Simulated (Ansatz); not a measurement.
# C5H10OSi: the cost of one run

Program: Ansatz 0.2.0. Level of theory: RKS PBE/STO-3G. These are calculated values, not measurements.

## Step 1: The structure to begin with

Bond lengths (14 of 17 bonds, heavy atoms first): C1–C2 1.533 Å, C2–C3 1.340 Å, C3–Si4 1.826 Å, Si4–O5 1.721 Å, O5–C6 1.441 Å, C2–C7 1.501 Å, C6–C7 1.559 Å, C1–H8 1.067 Å, C1–H9 1.028 Å, C1–H10 1.134 Å, C3–H11 1.108 Å, Si4–H12 1.488 Å, Si4–H13 1.397 Å, C6–H14 1.112 Å. Angles (14 of 31 angles, heavy atoms first): C1–C2–C3 120.9°, C1–C2–C7 118.3°, C3–C2–C7 120.8°, C2–C3–Si4 125.5°, C3–Si4–O5 102.8°, Si4–O5–C6 116.9°, O5–C6–C7 113.5°, C2–C7–C6 115.2°, C2–C1–H8 107.9°, C2–C1–H9 116.3°, C2–C1–H10 107.8°, C2–C3–H11 119.8°, Si4–C3–H11 114.4°, C3–Si4–H12 108.2°.

Structure file:

```xyz
17

C     0.6377   -0.5408    2.1893
C     0.3104   -0.1865    0.7344
C     1.0569   -0.6588   -0.2728
Si    0.8732   -0.2044   -2.0315
O    -0.5001    0.8323   -2.0159
C    -1.4614    0.6268   -0.9617
C    -0.8480    0.7309    0.4681
H    -0.2229   -1.0063    2.6142
H     1.4790   -1.1112    2.3413
H     0.7606    0.4295    2.7630
H     1.9321   -1.3025   -0.0556
H     0.4560   -1.4182   -2.7835
H     1.9381    0.4809   -2.6221
H    -1.9704   -0.3536   -1.0886
H    -2.2481    1.3511   -1.0748
H    -1.6711    0.5397    1.1952
H    -0.5410    1.7907    0.6412
```

## Step 2: Relaxing the start

input.yaml reads:

```yaml
crystal:
  periodic: [false, false, false]
  atoms:
    - { symbol: C, position_ang: [0.6377, -0.5408, 2.1893] }
    - { symbol: C, position_ang: [0.3104, -0.1865, 0.7344] }
    - { symbol: C, position_ang: [1.0569, -0.6588, -0.2728] }
    - { symbol: Si, position_ang: [0.8732, -0.2044, -2.0315] }
    - { symbol: O, position_ang: [-0.5001, 0.8323, -2.0159] }
    - { symbol: C, position_ang: [-1.4614, 0.6268, -0.9617] }
    - { symbol: C, position_ang: [-0.848, 0.7309, 0.4681] }
    - { symbol: H, position_ang: [-0.2229, -1.0063, 2.6142] }
    - { symbol: H, position_ang: [1.479, -1.1112, 2.3413] }
    - { symbol: H, position_ang: [0.7606, 0.4295, 2.763] }
    - { symbol: H, position_ang: [1.9321, -1.3025, -0.0556] }
    - { symbol: H, position_ang: [0.456, -1.4182, -2.7835] }
    - { symbol: H, position_ang: [1.9381, 0.4809, -2.6221] }
    - { symbol: H, position_ang: [-1.9704, -0.3536, -1.0886] }
    - { symbol: H, position_ang: [-2.2481, 1.3511, -1.0748] }
    - { symbol: H, position_ang: [-1.6711, 0.5397, 1.1952] }
    - { symbol: H, position_ang: [-0.541, 1.7907, 0.6412] }
basis:
  gaussian: { orbitals: STO-3G }
hamiltonian:
  xc: pbe
relax:
  f_tol: 0.02
  max_steps: 40
output:
  orbitals: {}
```

Run with:

```bash
$ ansatz run input.yaml --threads 1 --pin off --max-ram 2048MiB --backend cpu --events-out ev --progress --plain --runs-dir out
```

**Question.** How long does this run take on 1 thread of Intel Xeon Platinum 8488C (Sapphire Rapids), shared host, and how much memory does it need?

About 49 s, with a peak of 0.15 GiB.
